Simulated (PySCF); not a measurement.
# IrO3⁻: spin, charge, geometry and surroundings

One physical setting of the base script is moved in each run, with the edits that it forces.

The runs use PySCF 2.14.0; method and basis as typed in the scripts.

6 further runs of the same task are left out: 1 for a known fault of the program, 5 that didn't finish.

## (1) The system as given

IrO3⁻: 4 atoms, charge -1, spin multiplicity 1.

Bond lengths: Ir1–O2 1.719 Å, Ir1–O3 1.780 Å, Ir1–O4 1.780 Å. Angles: O2–Ir1–O3 128.3°, O2–Ir1–O4 128.3°, O3–Ir1–O4 103.4°.

## (2) The base run

The input, input.py:

```python
from pyscf import gto, dft

mol = gto.M(
    atom='Ir 0.0324 0 0; O 1.7515 0.0002 0; O -1.0714 1.3962 0; O -1.0711 -1.3965 0',
    basis='sbkjc',
    ecp={'Ir': 'sbkjc', 'O': 'sbkjc'},
    charge=-1,
    spin=0,
    verbose=4,
)
mf = dft.RKS(mol, xc='wb97')
mf.level_shift = 0.3
mf.kernel()
mf.dip_moment()
print('orbital energies (hartree):', mf.mo_energy[..., max(0, mol.nelec[1]-3):mol.nelec[0]+3].round(4))
```

The run is started by

```console
> OMP_NUM_THREADS=1 python input.py
```

Its log is not repeated here.

Base result: E(SCF) = -152.579893 Eh.

The dipole of an ion depends on the origin.

## (3) Charge +0 (doublet, UKS)

Edit 1 changes charge: -1 → 0; spin (2S): 0 → 1; SCF type: RKS → UKS.

The input, input.py:

```python
from pyscf import gto, dft

mol = gto.M(
    atom='Ir 0.0324 0 0; O 1.7515 0.0002 0; O -1.0714 1.3962 0; O -1.0711 -1.3965 0',
    basis='sbkjc',
    ecp={'Ir': 'sbkjc', 'O': 'sbkjc'},
    charge=0,
    spin=1,
    verbose=4,
)
mf = dft.UKS(mol, xc='wb97')
mf.level_shift = 0.3
mf.kernel()
mf.dip_moment()
print('orbital energies (hartree):', [e[max(0, n-3):n+3].round(4) for e, n in zip(mf.mo_energy, mol.nelec)])
```

The run is started by

```console
> OMP_NUM_THREADS=1 python input.py
```

## (4) Triplet (UKS)

Edit 2 changes spin (2S): 0 → 2; SCF type: RKS → UKS.

The input, input.py:

```python
from pyscf import gto, dft

mol = gto.M(
    atom='Ir 0.0324 0 0; O 1.7515 0.0002 0; O -1.0714 1.3962 0; O -1.0711 -1.3965 0',
    basis='sbkjc',
    ecp={'Ir': 'sbkjc', 'O': 'sbkjc'},
    charge=-1,
    spin=2,
    verbose=4,
)
mf = dft.UKS(mol, xc='wb97')
mf.level_shift = 0.3
mf.kernel()
mf.dip_moment()
print('orbital energies (hartree):', [e[max(0, n-3):n+3].round(4) for e, n in zip(mf.mo_energy, mol.nelec)])
```

Q: Predict the outcome of this session. Wanted: for each run, E(SCF); from base; gap, α spin; SCF dipole.

**Answer**, as computed:

```tsv
run	E(SCF) (hartree)	from base (eV)	cycles	gap, α spin (eV)	SCF dipole (D)
base	-152.579893	0	44	5.71	n/a
charge +0 (doublet, UKS)	-152.479512	+2.7315	40	6.70	0.39
triplet (UKS)	-152.656885	-2.0951	22	8.99	n/a
```

At the SCF level, going to the doublet with one electron fewer costs 2.73 eV at fixed geometry, against 2.96 eV for the negative of the highest filled level. The triplet solution found lies 2.10 eV below the base singlet at this geometry and level, so the base is not the lowest spin state.
